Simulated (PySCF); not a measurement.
**[PbF]+: other functionals and bases at one geometry**

Aim: see how levels, charges and forces of [PbF]+ depend on the level of theory. The structure is generated, not taken from experiment.

Computed with PySCF 2.14.0. Level: several levels, as the steps say, no spin–orbit coupling.

2 further runs of the same task are left out: 2 for a known fault of the program.

## Step 1: Where the work starts

2 atoms, charge 1, spin multiplicity 1.

Bond lengths: Pb1–F2 2.001 Å.

Coordinates:

```xyz
2
charge 1, multiplicity 1
Pb    0.0000    0.0000   -0.1379
F     0.0000    0.0000    1.8636
```

Formal oxidation states: Pb +2. An earlier session relaxed this geometry at PBE0, Pb def2-SVP with ECP60, F def2-SVP (singlet, point group C∞v).

At PBE0 on the finer grid: E = -292.289053 Eh, HOMO -16.01 eV, LUMO -9.05 eV, Mulliken charge on Pb1 +1.38 e, largest force component 0.008 eV/Å. 

Levels to run: CAM-B3LYP; TPSSh; r2SCAN; BP86; PBE0, TZVP; PBE0, x2c-SVP. Hardware: 2 threads of Arm Neoverse V2, shared host.

## Step 2: CAM-B3LYP

Contents of run.py (the lines that set the calculation):

```python
mol = gto.M(atom='''
Pb     0.00000     0.00000    -0.13793
F      0.00000     0.00000     1.86356''',
    basis={'Pb': 'def2-SVP', 'F': 'def2-SVP'},
    ecp={'Pb': 'def2-SVP'},
    charge=1, spin=0)
mf = dft.RKS(mol, xc='CAMB3LYP')
mf.grids.atom_grid = (75, 302)
mf = mf.density_fit()  # fitting sets: Pb def2-universal-JKFIT, F def2-universal-JKFIT
mf.conv_tol = 1e-08; mf.max_cycle = 55
mf.kernel(dm0)  # dm0: the density of the relaxed state
```

On the command line:

```bash
> OMP_NUM_THREADS=2 python run.py
```

## Step 3: TPSSh

Edit run.py (the lines that set the calculation) of step 2 so:

```diff
@@ -6,3 +6,3 @@
     charge=1, spin=0)
-mf = dft.RKS(mol, xc='CAMB3LYP')
+mf = dft.RKS(mol, xc='TPSSH')
 mf.grids.atom_grid = (75, 302)
```

## Step 4: r2SCAN

Edit run.py (the lines that set the calculation) of step 3 so:

```diff
@@ -6,3 +6,3 @@
     charge=1, spin=0)
-mf = dft.RKS(mol, xc='TPSSH')
+mf = dft.RKS(mol, xc='R2SCAN')
 mf.grids.atom_grid = (75, 302)
```

## Step 5: BP86

Edit run.py (the lines that set the calculation) of step 4 so:

```diff
@@ -6,3 +6,3 @@
     charge=1, spin=0)
-mf = dft.RKS(mol, xc='R2SCAN')
+mf = dft.RKS(mol, xc='B88,P86')
 mf.grids.atom_grid = (75, 302)
```

## Step 6: PBE0, TZVP

Basis: Pb def2-TZVP with ECP60, F def2-TZVP. 

Contents of run.py (the lines that set the calculation):

```python
mol = gto.M(atom='''
Pb     0.00000     0.00000    -0.13793
F      0.00000     0.00000     1.86356''',
    basis={'Pb': 'def2-TZVP', 'F': 'def2-TZVP'},
    ecp={'Pb': 'def2-TZVP'},
    charge=1, spin=0)
mf = dft.RKS(mol, xc='PBE0')
mf.grids.atom_grid = (75, 302)
mf = mf.density_fit()  # fitting sets: Pb def2-universal-JKFIT, F def2-universal-JKFIT
mf.conv_tol = 1e-08; mf.max_cycle = 55
mf.kernel(dm0)  # dm0: free metal ions and neutral atoms
```

## Step 7: PBE0, x2c-SVP

Basis: Pb x2c-SVPall, F x2c-SVPall. All electrons are treated, with the spin-free X2C Hamiltonian.

Contents of run.py (the lines that set the calculation):

```python
mol = gto.M(atom='''
Pb     0.00000     0.00000    -0.13793
F      0.00000     0.00000     1.86356''',
    basis={'Pb': 'x2c-SVPall', 'F': 'x2c-SVPall'},
    nucmod='G',
    charge=1, spin=0)
mf = dft.RKS(mol, xc='PBE0')
mf.grids.atom_grid = (99, 590)
mf = mf.density_fit()  # fitting sets: Pb AutoAux, F AutoAux
mf = mf.sfx2c1e()
mf.conv_tol = 1e-08; mf.max_cycle = 55
mf.kernel(dm0)  # dm0: free metal ions and neutral atoms
```

Before running it: what results should come out? Wanted: for each run, HOMO; gap; charge on Pb1; dipole; largest force.

**Answer**, as computed:

| level | state | HOMO (eV) | gap (eV) | charge on Pb1 (e) | dipole (D) | largest force (eV/Å) | basis functions | time |
| --- | --- | --- | --- | --- | --- | --- | --- | --- |
| PBE0 (relaxed here) | singlet | -16.01 | 6.96 | 1.38 | 3.65 | 0.01 | 40 | 0.9 s |
| CAM-B3LYP | singlet | -17.37 | 9.21 | 1.37 | 3.64 | 0.19 | 40 | 0.7 s |
| TPSSh | singlet | -15.20 | 5.84 | 1.35 | 3.45 | 0.23 | 40 | 0.6 s |
| r2SCAN | singlet | -14.86 | 5.28 | 1.36 | 3.45 | 0.14 | 40 | 0.7 s |
| BP86 | singlet | -14.66 | 4.74 | 1.30 | 3.18 | 0.56 | 40 | 0.6 s |
| PBE0, TZVP | singlet | -16.15 | 7.05 | 1.40 | 3.75 | 0.67 | 81 | 2.3 s |
| PBE0, x2c-SVP | singlet | -16.03 | 6.95 | 1.39 | 3.63 | 0.08 | 76 | 6.9 s |

Times are on 2 threads of Arm Neoverse V2, shared host; the first row also made further properties. The dipole of a charged species depends on the origin, so these sizes hold for this origin alone.

In one basis the HOMO–LUMO gap runs from 4.74 eV (BP86) to 9.21 eV (CAM-B3LYP). The largest leftover force, 0.67 eV/Å with PBE0, TZVP, stands at a geometry relaxed at another level. The Mulliken charge on Pb spans +1.30 to +1.40 e over the levels. Total energies of different levels can't be compared. Spin–orbit coupling is left out throughout.
